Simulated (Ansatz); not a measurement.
# Nudged elastic band run: W$_{4}$C$_{4}$F

input.yaml

```yaml
crystal:
  lattice:
    - [5.67228, 0.0, 0.0]
    - [-2.83614, 4.912339, 0.0]
    - [0.0, 0.0, 16.17972]
  atoms:
    - { symbol: W, position: [0.0, 0.0, 0.0618058] }
    - { symbol: C, position: [0.33374989, 0.16690223, 0.14443776] }
    - { symbol: W, position: [-2.139e-05, -3.515e-05, 0.23943143] }
    - { symbol: C, position: [0.32321054, 0.16144424, 0.31250134] }
    - { symbol: W, position: [0.0, 0.5, 0.0618058] }
    - { symbol: C, position: [0.33375432, 0.66685764, 0.14442422] }
    - { symbol: W, position: [1.1e-05, 0.49996789, 0.23942232] }
    - { symbol: C, position: [0.32319345, 0.66154188, 0.31250012] }
    - { symbol: W, position: [0.5, 0.0, 0.0618058] }
    - { symbol: C, position: [0.83249159, 0.16621832, 0.14544115] }
    - { symbol: W, position: [0.49792519, -0.00104649, 0.24106486] }
    - { symbol: C, position: [0.83869942, 0.16932119, 0.32151278] }
    - { symbol: W, position: [0.5, 0.5, 0.0618058] }
    - { symbol: C, position: [0.83248519, 0.66619502, 0.14542285] }
    - { symbol: W, position: [0.49793594, 0.4989632, 0.24110296] }
    - { symbol: C, position: [0.83875326, 0.66925629, 0.3215114] }
    - { symbol: F, position: [-0.17179318, 0.16394995, 0.40368605] }
    - { symbol: F, position: [-0.17132241, 0.66397596, 0.40370783] }
basis:
  ecutwfc: 420.0
kpoints:
  mp_grid: { grid: [5, 5, 1] }
hamiltonian:
  xc: pbe
  pseudopotentials: { kind: paw, azcp: { folder: soft_1 } }
scf:
  occupations: { method: gaussian, width: 0.15 }
  lower_state_search: "off"
neb:
  images: 7
  f_tol: 0.05
  initial_path: idpp
  max_iterations: 15
  spring: 10.0
  constraints: [{ sites: [0, 4, 8, 12] }]
  final_atoms:
    - { symbol: W, position: [0.0, 0.0, 0.06180577] }
    - { symbol: C, position: [0.33373458, 0.16746915, 0.14545144] }
    - { symbol: W, position: [5.185e-05, 0.0001037, 0.23944411] }
    - { symbol: C, position: [0.33057029, 0.16114059, 0.32151035] }
    - { symbol: W, position: [-2.0e-08, 0.49999996, 0.06180577] }
    - { symbol: C, position: [0.33320689, 0.66641378, 0.14445483] }
    - { symbol: W, position: [0.0010593, 0.50211859, 0.24110196] }
    - { symbol: C, position: [0.33841005, 0.6768201, 0.31257001] }
    - { symbol: W, position: [0.5, 0.0, 0.06180577] }
    - { symbol: C, position: [0.83373458, 0.16746915, 0.14545144] }
    - { symbol: W, position: [0.50005185, 0.0001037, 0.23944411] }
    - { symbol: C, position: [0.83057029, 0.16114059, 0.32151035] }
    - { symbol: W, position: [0.49999998, 0.49999996, 0.06180577] }
    - { symbol: C, position: [0.83320689, 0.66641378, 0.14445483] }
    - { symbol: W, position: [0.5010593, 0.50211859, 0.24110196] }
    - { symbol: C, position: [0.83841005, 0.6768201, 0.31257001] }
    - { symbol: F, position: [-0.1641834, 0.1716332, 0.40369486] }
    - { symbol: F, position: [-0.6641834, 0.1716332, 0.40369486] }
  order_check: false
```

Launched with:

```bash
$ ansatz run input.yaml --threads 4 --pin off --max-ram 10240MiB --backend cpu --events-out ev --progress --plain --runs-dir out
```

Output, in part (warnings, iteration lines):

```
NEB end point (image 0): max|allowed force component| = 1.366e-2 eV/Å (the criterion of neb.relax_end_points is 1.000e-2)
NEB iter   1: max|band force component| = 2.997e0 eV/Å  barrier→ = 2.8933 eV  barrier← = 2.8933 eV  Δτ_max = 0.2000 Å  (100 SCF iters)
NEB iter   2: max|band force component| = 3.216e0 eV/Å  barrier→ = 2.5170 eV  barrier← = 2.5171 eV  Δτ_max = 0.1016 Å  (69 SCF iters)
NEB iter   3: max|band force component| = 1.526e0 eV/Å  barrier→ = 2.4238 eV  barrier← = 2.4239 eV  Δτ_max = 0.1013 Å  (68 SCF iters)
NEB iter   4: max|band force component| = 2.122e0 eV/Å  barrier→ = 2.3662 eV  barrier← = 2.3662 eV  Δτ_max = 0.0503 Å  (66 SCF iters)
NEB iter   5: max|band force component| = 3.571e-1 eV/Å  barrier→ = 2.3579 eV  barrier← = 2.3579 eV  CI = image 4  Δτ_max = 0.0311 Å  (59 SCF iters)
NEB iter   6: max|band force component| = 1.223e-1 eV/Å  barrier→ = 2.3568 eV  barrier← = 2.3568 eV  CI = image 4  Δτ_max = 0.0079 Å  (56 SCF iters)
NEB iter   7: max|band force component| = 3.400e-2 eV/Å  barrier→ = 2.3564 eV  barrier← = 2.3564 eV  CI = image 4  Δτ_max = 0.0000 Å  (48 SCF iters)
```

The forces met the threshold. The order of the point at the top wasn't checked. Limits of this set-up: coarse k mesh, thin slab, slab without dipole correction, no dispersion correction for a molecule that may bind weakly, a typed lattice constant that wasn't relaxed here.

Final band (atoms are numbered from 1 in the order of the input):

| image | path coordinate (Å) | energy (eV) | C16–F18 (Å) | C4–F18 (Å) |
| --- | --- | --- | --- | --- |
| 0 | 0.00 | 0.00 | 1.33 | 3.18 |
| 1 | 0.38 | 0.11 | 1.33 | 2.95 |
| 2 | 0.77 | 0.52 | 1.35 | 2.60 |
| 3 | 1.15 | 1.43 | 1.50 | 2.22 |
| 4 | 1.53 | 2.36 | 1.89 | 1.89 |
| 5 | 1.92 | 1.43 | 2.22 | 1.50 |
| 6 | 2.30 | 0.52 | 2.60 | 1.35 |
| 7 | 2.69 | 0.11 | 2.95 | 1.33 |
| 8 | 3.07 | 0.00 | 3.18 | 1.33 |

The run took 17 min on 4 threads of Arm Neoverse V1, with other jobs on the host, peak memory 3.5 GiB.
